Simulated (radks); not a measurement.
# Valence configurations of Pm⁺

An exercise on one series of results from a longer session: the logs are not shown, and one member is left open.

Program: radks (a radial shooting solver on a logarithmic mesh, Libxc functionals) version 1. Level of theory: scalar-relativistic Kohn-Sham, LDA (Slater exchange, Perdew-Wang correlation), spin-polarised, spherical densities, point nucleus; open shells are filled with parallel spins first. These are calculated values, not measurements, unless marked.

### The system

| Property | Result |
| --- | --- |
| element | promethium (Z = 61) |
| charge | +1 |
| electrons | 60 |
| configuration | [Xe] 4f5 6s1 |
| others tried | 4f5 6p1; 4f5 5d1; 4f4 5d1 6s1; 4f4 6s1 6p1; 4f4.5 6s1.5; 4f4.5 5d0.5 6s1; 4f3 5d1 6s1 6p1; 4f4 6s2; 4f5 5d0.5 6s0.5 |

The outer shells:

Pm⁺
```
[Xe] core
4f [↑ ][↑ ][↑ ][↑ ][↑ ][  ][  ]
6s [↑ ]
```

The first run:

The run's settings:

```text
Z 61
configuration [Xe] 4f5 6s1
relativity scalar-relativistic
functional lda,pw
spin polarised
nucleus point
c 137.035999084
```

Steps of the session up to this table: [Xe] 4f5 6s1.

One of the session's tables, all rows but one given; the rest of the session is left out.

It belongs to the step «[Xe] 4f5 6s1». Radial moments (bohr):

```
  level    <r>  outermost maximum (interpolated)  90 % within  nodes
  5s up      ?                                 ?            ?      ?
5s down  1.449                              1.29         2.09      4
  5p up  1.683                              1.46         2.47      3
5p down  1.707                              1.47         2.51      3
  4f up  1.033                             0.637         1.82      0
  6s up  3.869                              3.43         5.58      5
6s down  3.985                              3.49         5.79      5
4f down  1.107                             0.639         2.00      0
```

Estimate the missing values for 5s up.

**Answer.** <r>: 1.433; outermost maximum (interpolated): 1.28; 90 % within: 2.07; nodes: 4. In the column «<r>» it lies between 4f down (1.107) and 5s down (1.449).
